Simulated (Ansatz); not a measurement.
Sn3Te: equation of state with PBE

The system is Sn3Te.

```
Te Sn
1.0
    -2.30090    2.30090    5.51649
     2.30090   -2.30090    5.51649
     2.30090    2.30090   -5.51649
Te Sn
1 3
Direct
  0.00000 0.00000 0.00000
  0.50000 0.50000 0.00000
  0.25000 0.75000 0.50000
  0.75000 0.25000 0.50000
```

The cell comes from a database or a generator and needn't be the stable form of this composition.

| Item | Value |
| --- | --- |
| Program | Ansatz 0.2.0 |
| Task | equation of state |
| Functional | PBE |
| Potentials or basis | Ansatz PAW |
| Cutoff | 420 eV |
| Density cutoff | 1680 eV |
| k mesh | 8 × 8 × 8 |
| Occupations | fermi-dirac, width 0.05 eV |
| Spin | no spin polarisation |

The equilibrium volume is 28.94 Å³/atom. The bulk modulus at fixed shape and positions is 45 GPa. The pressure derivative of the bulk modulus is 4.8.

Energy against volume, from the lowest point:
| volume (Å³/atom) | energy (meV/atom) |
| --- | --- |
| 27.453 | 11.56 |
| 28.037 | 3.87 |
| 28.621 | 0.16 |
| 29.205 | 0.00 |
| 29.789 | 2.99 |
| 30.373 | 8.79 |
| 30.958 | 17.09 |

All runs of the series together: 51 s on 2 threads of Arm Neoverse V2, with other jobs on the host.

Caveat: the cell was scaled at fixed shape and fractional positions, which overstates the stiffness of a crystal with free parameters, most of all of layers and chains. The run has no spin-orbit coupling, so splittings on Te are missing.
